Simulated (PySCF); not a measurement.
OSiClH, in a box:

```
O Si Cl H
1.0
    12.00000    0.00000    0.00000
     0.00000   11.00000    0.00000
     0.00000    0.00000   11.00000
O Si Cl H
1 1 1 1
Direct
  0.39265 0.53651 0.48219
  0.43082 0.42248 0.56981
  0.60921 0.42911 0.54351
  0.44536 0.58170 0.44109
```

The cell isn't the ideal one: atoms moved at random, drawn with an rms of 0.05 Å.

Base run:

| Property | Result |
| --- | --- |
| Program | PySCF 2.14.0 |
| Functional | r2SCAN0 |
| Dispersion | D3(BJ) |
| Potentials or basis | def2-svp (all-electron) |
| k mesh | 1 × 1 × 1 |
| Occupations | fixed |
| Spin | no spin polarisation |

Its results: gap between the frontier levels 5.88 eV.

Problem. After a change of settings the same cell gave: gap between the frontier levels 10.55 eV. Which change was it?
A. functional from r2SCAN0 to LC-wPBE
B. functional from r2SCAN0 to OLYP; dispersion from D3(BJ) to D3
C. functional from r2SCAN0 to CAM-B3LYP; dispersion from D3(BJ) to D3

Solution. A.

Caveats: this is a molecule in a periodic box at the Γ point, so its band gap is the HOMO-LUMO gap; the basis of atomic orbitals isn't converged, which shifts pressures, moduli and gaps.

Runs at the PBE level aren't shown here.
